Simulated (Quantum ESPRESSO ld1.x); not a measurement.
# Zr⁴⁺ in [Ar] 3d10 4s1 4p6 4f1: an all-electron calculation

Wanted: eigenvalues, radial structure and energy terms of the zirconium ion Zr4+.

Program: Quantum ESPRESSO ld1.x 7.5. Level of theory: Dirac Kohn-Sham, PBE, spin-unpolarised, spherical densities, point nucleus; open shells fill j = l - 1/2 first. These are calculated values, not measurements, unless marked.

## Step 1: The system

| Item | Value |
| --- | --- |
| element | zirconium (Z = 40) |
| charge | +4 |
| electrons | 36 |
| configuration | [Ar] 3d10 4s1 4p6 4f1 |

## Step 2: The run

Contents of ld1.in:

```fortran
 &input
    zed=40.0,
    iswitch=1,
    rel=2,
    dft='PBE',
    config='[Ar] 3d10 4s1 4p6 4f1',
    rel_dist='energy',
    lsmall=.true.,
    prefix='ld1',
    max_out_wfc=37,
    file_charge='ld1.rho',
 /
```

**Question.** What will this run give?

The runs gave:

```
                        quantity                   value
                    total energy        -3593.18 hartree
exchange-correlation share of it                  3.13 %
                            −T/E                  1.0335
          highest occupied level       4f5/2, -20.254 eV
    most extended occupied level  4f5/2, <r> = 2.86 bohr
 radius at density 0.001 e/bohr³               3.88 bohr
    maxima of the radial density                       3
```

What this shows: The radial density shows 3 maxima for 4 occupied principal shells; where shells overlap, one shows as a shoulder or not at all. −T/E is 1.033: with relativity the kinetic term as defined here no longer equals −E. This is not the tabulated ground configuration, so its levels and sizes aren't those of the ground state, and no measured value stands beside it.
